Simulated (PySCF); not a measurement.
# A gas-phase reaction: CH4AlClO + FH → CH4AlFO + ClH

What reaction energy should one expect for `[CH3][Al]([OH])[Cl]` + `F` → `[CH3][Al]([OH])[F]` + `Cl`?

Computed with PySCF 2.14.0; each step states its level. No surroundings beyond the atoms listed, unless a continuum is named. Atoms count from 0, parts from 1.

## Step 1: The system as given

Each species was relaxed by itself at PBE0-D3(BJ)/def2-SVPD.

## Step 2: Reaction energy: wB97M-D3(BJ)/def2-TZVPD

What the job is given:

```
{"job": {"kind": "react", "xc": "wB97M-D3(BJ)", "basis": "def2-TZVPD"}, "charge": 0, "multiplicity": 1}
-1 CH4AlClO charge 0 multiplicity 1
C      0.981500     0.801260     0.298710
Al    -0.403800    -0.372550    -0.354560
O     -1.589080    -0.997780     0.705270
Cl    -0.497610    -0.956230    -2.393220
H      0.704670     1.242000     1.267690
H      1.921620     0.245240     0.442980
H      1.195730     1.614000    -0.411030
H     -2.304560    -1.577850     0.443710

-1 FH charge 0 multiplicity 1
F      0.458100    -0.026540     0.033470
H     -0.458100     0.026540    -0.033470

+1 CH4AlFO charge 0 multiplicity 1
C     -0.860310     0.381720    -0.864360
Al     0.208980    -0.323170     0.579160
O      1.880060     0.013120     0.682790
F     -0.473800    -1.299470     1.764860
H     -0.424830     1.307620    -1.268010
H     -1.891800     0.589800    -0.544050
H     -0.918380    -0.340270    -1.694470
H      2.478190    -0.330780     1.346180

+1 ClH charge 0 multiplicity 1
Cl     0.644560     0.010750    -0.009840
H     -0.643340    -0.009600     0.009960
```

Method: wB97M-D3(BJ)/def2-TZVPD reaction energy of separated species, gas phase.

Launch:

```
$ OMP_NUM_THREADS=1 python cluster_run.py task.json out
```

This one command runs all jobs of the session in turn.

The log of the run:

```text
species 1 (CH4AlClO)
coarse grid: 32920 points
cycle   1  E = -818.5799653715  dE =  1.474e-01  |g| = 7.577e-01  |ddm| = 2.374e+00
cycle   2  E = -818.5562972894  dE =  2.367e-02  |g| = 9.089e-01  |ddm| = 1.198e+00
cycle   3  E = -818.6960503499  dE = -1.398e-01  |g| = 6.473e-02  |ddm| = 5.747e-01
cycle   4  E = -818.6970870500  dE = -1.037e-03  |g| = 2.836e-02  |ddm| = 9.711e-02
cycle   5  E = -818.6972787998  dE = -1.917e-04  |g| = 4.344e-03  |ddm| = 3.122e-02
cycle   6  E = -818.6972917141  dE = -1.291e-05  |g| = 1.302e-03  |ddm| = 1.096e-02
cycle   7  E = -818.6972926091  dE = -8.950e-07  |g| = 6.017e-04  |ddm| = 2.542e-03
final grid: 67544 points
cycle   8  E = -818.6972430106  dE = -1.467e-07  |g| = 5.127e-04  |ddm| = 4.189e-03
cycle   9  E = -818.6972430375  dE = -2.692e-08  |g| = 4.165e-04  |ddm| = 8.971e-04
cycle  10  E = -818.6972430778  dE = -4.030e-08  |g| = 3.847e-05  |ddm| = 3.311e-04
cycle  11  E = -818.6972430785  dE = -6.473e-10  |g| = 2.776e-05  |ddm| = 7.149e-05
converged SCF energy = -818.6972430785

species 2 (FH)
coarse grid: 7776 points
cycle   1  E = -100.4688246967  dE = -9.407e-02  |g| = 4.644e-01  |ddm| = 6.197e-01
cycle   2  E = -100.4725061799  dE = -3.681e-03  |g| = 5.038e-01  |ddm| = 3.808e-01
cycle   3  E = -100.5053193337  dE = -3.281e-02  |g| = 2.574e-02  |ddm| = 1.678e-01
cycle   4  E = -100.5053953107  dE = -7.598e-05  |g| = 5.006e-03  |ddm| = 1.077e-02
cycle   5  E = -100.5053999516  dE = -4.641e-06  |g| = 4.334e-04  |ddm| = 3.766e-03
final grid: 16976 points
cycle   6  E = -100.5053929697  dE = -6.400e-08  |g| = 1.035e-04  |ddm| = 8.199e-04
cycle   7  E = -100.5053929731  dE = -3.456e-09  |g| = 7.660e-05  |ddm| = 2.163e-04
cycle   8  E = -100.5053929739  dE = -7.708e-10  |g| = 2.127e-05  |ddm| = 3.705e-05
converged SCF energy = -100.5053929739

species 3 (CH4AlFO)
coarse grid: 31904 points
cycle   1  E = -458.1900364724  dE =  7.390e-02  |g| = 9.122e-01  |ddm| = 2.393e+00
cycle   2  E = -458.1505929139  dE =  3.944e-02  |g| = 1.122e+00  |ddm| = 1.249e+00
cycle   3  E = -458.3431863625  dE = -1.926e-01  |g| = 4.005e-02  |ddm| = 6.070e-01
cycle   4  E = -458.3437804871  dE = -5.941e-04  |g| = 2.270e-02  |ddm| = 7.619e-02
cycle   5  E = -458.3439198971  dE = -1.394e-04  |g| = 6.915e-03  |ddm| = 2.625e-02
cycle   6  E = -458.3439359430  dE = -1.605e-05  |g| = 2.700e-03  |ddm| = 8.938e-03
cycle   7  E = -458.3439376964  dE = -1.753e-06  |g| = 1.127e-03  |ddm| = 2.811e-03
final grid: 67400 points
cycle   8  E = -458.3439635113  dE = -2.638e-07  |g| = 1.079e-03  |ddm| = 4.051e-03
cycle   9  E = -458.3439634822  dE =  2.906e-08  |g| = 1.252e-03  |ddm| = 1.321e-03
cycle  10  E = -458.3439637220  dE = -2.398e-07  |g| = 7.811e-05  |ddm| = 6.218e-04
cycle  11  E = -458.3439637246  dE = -2.561e-09  |g| = 3.409e-05  |ddm| = 1.239e-04
cycle  12  E = -458.3439637255  dE = -8.799e-10  |g| = 3.992e-06  |ddm| = 8.967e-05
converged SCF energy = -458.3439637255

species 4 (ClH)
coarse grid: 8792 points
cycle   1  E = -460.8503335102  dE = -8.165e-02  |g| = 2.169e-01  |ddm| = 7.239e-01
cycle   2  E = -460.8625129454  dE = -1.218e-02  |g| = 1.397e-01  |ddm| = 2.651e-01
cycle   3  E = -460.8670522886  dE = -4.539e-03  |g| = 1.358e-02  |ddm| = 9.818e-02
cycle   4  E = -460.8670933720  dE = -4.108e-05  |g| = 3.364e-03  |ddm| = 9.545e-03
cycle   5  E = -460.8670996205  dE = -6.248e-06  |g| = 8.516e-04  |ddm| = 3.915e-03
final grid: 17120 points
cycle   6  E = -460.8670682464  dE = -3.714e-07  |g| = 3.675e-04  |ddm| = 8.884e-04
cycle   7  E = -460.8670682926  dE = -4.625e-08  |g| = 1.617e-04  |ddm| = 3.980e-04
cycle   8  E = -460.8670682992  dE = -6.574e-09  |g| = 4.219e-05  |ddm| = 1.294e-04
cycle   9  E = -460.8670683005  dE = -1.310e-09  |g| = 3.962e-06  |ddm| = 6.530e-05
cycle  10  E = -460.8670683005  dE = -6.423e-12  |g| = 8.161e-07  |ddm| = 3.307e-06
converged SCF energy = -460.8670683005

Reaction energy = -4.833 kcal/mol
```

Run time: 38 s. Hardware: 1 thread of Arm Neoverse N1, shared host; peak memory 0.71 GiB.

Species by species (with the dispersion term, which the log's SCF energies lack):

| ν | species | energy (Eh) | HOMO (eV) |
| --- | --- | --- | --- |
| -1 | [CH3][Al]([OH])[Cl] | -818.70371 | -11.10 |
| -1 | F | -100.50563 | -14.54 |
| +1 | [CH3][Al]([OH])[F] | -458.34943 | -11.41 |
| +1 | Cl | -460.86761 | -11.93 |

## Step 3: Reaction energy: PBE0-D3(BJ)/def2-TZVPD

Settings changed since step 2:

```diff
@@ -1,2 +1,2 @@
-{"job": {"kind": "react", "xc": "wB97M-D3(BJ)", "basis": "def2-TZVPD"}, "charge": 0, "multiplicity": 1}
+{"job": {"kind": "react", "xc": "PBE0", "basis": "def2-TZVPD", "disp": "d3bj"}, "charge": 0, "multiplicity": 1}
 -1 CH4AlClO charge 0 multiplicity 1
```

Method: PBE0-D3(BJ)/def2-TZVPD reaction energy of separated species, gas phase.

The log of the run:

```text
species 1 (CH4AlClO)
coarse grid: 7904 points
cycle   1  E = -818.0453681979  dE =  1.528e-01  |g| = 8.563e-01  |ddm| = 2.538e+00
cycle   2  E = -817.7621916563  dE =  2.832e-01  |g| = 1.473e+00  |ddm| = 1.609e+00
cycle   3  E = -818.1814663934  dE = -4.193e-01  |g| = 1.685e-01  |ddm| = 1.022e+00
cycle   4  E = -818.1875034764  dE = -6.037e-03  |g| = 5.304e-02  |ddm| = 1.783e-01
cycle   5  E = -818.1880924282  dE = -5.890e-04  |g| = 9.470e-03  |ddm| = 4.618e-02
cycle   6  E = -818.1881124705  dE = -2.004e-05  |g| = 3.633e-03  |ddm| = 1.251e-02
cycle   7  E = -818.1881151052  dE = -2.635e-06  |g| = 6.361e-04  |ddm| = 3.369e-03
final grid: 67544 points
cycle   8  E = -818.1860935344  dE = -2.579e-05  |g| = 6.977e-03  |ddm| = 1.168e-01
cycle   9  E = -818.1860834974  dE =  1.004e-05  |g| = 9.862e-03  |ddm| = 1.141e-02
cycle  10  E = -818.1861028637  dE = -1.937e-05  |g| = 1.221e-03  |ddm| = 7.005e-03
cycle  11  E = -818.1861031083  dE = -2.446e-07  |g| = 2.232e-04  |ddm| = 9.428e-04
cycle  12  E = -818.1861031198  dE = -1.148e-08  |g| = 5.540e-05  |ddm| = 2.236e-04
cycle  13  E = -818.1861031204  dE = -6.098e-10  |g| = 1.205e-05  |ddm| = 6.325e-05
converged SCF energy = -818.1861031204

species 2 (FH)
coarse grid: 1712 points
cycle   1  E = -100.3540580722  dE = -3.604e-02  |g| = 4.957e-01  |ddm| = 6.253e-01
cycle   2  E = -100.3145430498  dE =  3.952e-02  |g| = 7.429e-01  |ddm| = 5.125e-01
cycle   3  E = -100.3937786829  dE = -7.924e-02  |g| = 2.284e-02  |ddm| = 2.892e-01
cycle   4  E = -100.3938542476  dE = -7.556e-05  |g| = 4.204e-03  |ddm| = 9.787e-03
cycle   5  E = -100.3938562309  dE = -1.983e-06  |g| = 3.554e-04  |ddm| = 1.247e-03
final grid: 16976 points
cycle   6  E = -100.3948393080  dE = -1.849e-05  |g| = 3.974e-03  |ddm| = 7.416e-03
cycle   7  E = -100.3948374079  dE =  1.900e-06  |g| = 5.464e-03  |ddm| = 3.334e-03
cycle   8  E = -100.3948414451  dE = -4.037e-06  |g| = 1.001e-04  |ddm| = 2.001e-03
cycle   9  E = -100.3948414464  dE = -1.299e-09  |g| = 1.787e-05  |ddm| = 3.951e-05
cycle  10  E = -100.3948414464  dE = -4.852e-11  |g| = 3.043e-06  |ddm| = 1.028e-05
converged SCF energy = -100.3948414464

species 3 (CH4AlFO)
coarse grid: 7368 points
cycle   1  E = -457.7398305349  dE =  1.113e-01  |g| = 1.008e+00  |ddm| = 2.574e+00
cycle   2  E = -457.4153968572  dE =  3.244e-01  |g| = 1.691e+00  |ddm| = 1.705e+00
cycle   3  E = -457.9173491007  dE = -5.020e-01  |g| = 1.296e-01  |ddm| = 1.075e+00
cycle   4  E = -457.9204207310  dE = -3.072e-03  |g| = 6.297e-02  |ddm| = 1.361e-01
cycle   5  E = -457.9211837963  dE = -7.631e-04  |g| = 1.282e-02  |ddm| = 4.239e-02
cycle   6  E = -457.9212069243  dE = -2.313e-05  |g| = 4.743e-03  |ddm| = 9.472e-03
cycle   7  E = -457.9212110093  dE = -4.085e-06  |g| = 6.077e-04  |ddm| = 3.282e-03
final grid: 67400 points
cycle   8  E = -457.9211099845  dE = -4.395e-05  |g| = 7.110e-03  |ddm| = 7.981e-02
cycle   9  E = -457.9210990357  dE =  1.095e-05  |g| = 1.026e-02  |ddm| = 1.093e-02
cycle  10  E = -457.9211200544  dE = -2.102e-05  |g| = 1.077e-03  |ddm| = 6.959e-03
cycle  11  E = -457.9211202602  dE = -2.058e-07  |g| = 2.105e-04  |ddm| = 8.260e-04
cycle  12  E = -457.9211202708  dE = -1.054e-08  |g| = 2.816e-05  |ddm| = 1.776e-04
cycle  13  E = -457.9211202708  dE = -9.118e-11  |g| = 1.730e-05  |ddm| = 2.555e-05
converged SCF energy = -457.9211202708

species 4 (ClH)
coarse grid: 2248 points
cycle   1  E = -460.6537835912  dE = -4.644e-02  |g| = 1.882e-01  |ddm| = 7.411e-01
cycle   2  E = -460.6558523858  dE = -2.069e-03  |g| = 1.902e-01  |ddm| = 3.151e-01
cycle   3  E = -460.6653809828  dE = -9.529e-03  |g| = 1.506e-02  |ddm| = 1.513e-01
cycle   4  E = -460.6654030398  dE = -2.206e-05  |g| = 2.693e-03  |ddm| = 7.323e-03
cycle   5  E = -460.6654045876  dE = -1.548e-06  |g| = 1.111e-03  |ddm| = 2.553e-03
final grid: 17120 points
cycle   6  E = -460.6658903587  dE = -4.428e-06  |g| = 2.164e-03  |ddm| = 7.331e-03
cycle   7  E = -460.6658903881  dE = -2.936e-08  |g| = 1.795e-03  |ddm| = 2.512e-03
cycle   8  E = -460.6658910062  dE = -6.181e-07  |g| = 1.533e-04  |ddm| = 1.363e-03
cycle   9  E = -460.6658910131  dE = -6.896e-09  |g| = 2.145e-05  |ddm| = 1.086e-04
cycle  10  E = -460.6658910132  dE = -1.020e-10  |g| = 4.934e-06  |ddm| = 1.680e-05
converged SCF energy = -460.6658910132

Reaction energy = -3.187 kcal/mol
```

It took 19 s on 1 thread of Arm Neoverse N1, shared host; peak memory 0.6 GiB.

Reaction energy at this level: -3.19 kcal/mol.

## Step 4: Side by side

Energies in kcal/mol, with wall time:

| run | reaction | time |
| --- | --- | --- |
| wB97M-D3(BJ)/def2-TZVPD | -4.83 | 38 s |
| PBE0-D3(BJ)/def2-TZVPD | -3.19 | 19 s |

## Step 5: What came out

```
                                                quantity                    value
               reaction energy (wB97M-D3(BJ)/def2-TZVPD)           -4.83 kcal/mol
                     ΔH, ΔG at 298 K (xTB thermal terms)      -6.3, -6.5 kcal/mol
range of the reaction energy over the runs of this table  -4.83 to -3.19 kcal/mol
```

What this shows: The reaction is exothermic by 6.3 kcal/mol in the gas phase; dispersion gives +0.44, and xTB itself gave -17.05 for the electronic energy (xTB energies and thermal terms come from the earlier relaxation of each species, not shown). No barrier was sought. xTB and this level differ widely in the electronic energy, so what comes from xTB (the thermal terms above all) is less safe here. The reaction energy runs from -4.83 (wB97M-D3(BJ)/def2-TZVPD) to -3.19 kcal/mol (PBE0-D3(BJ)/def2-TZVPD).
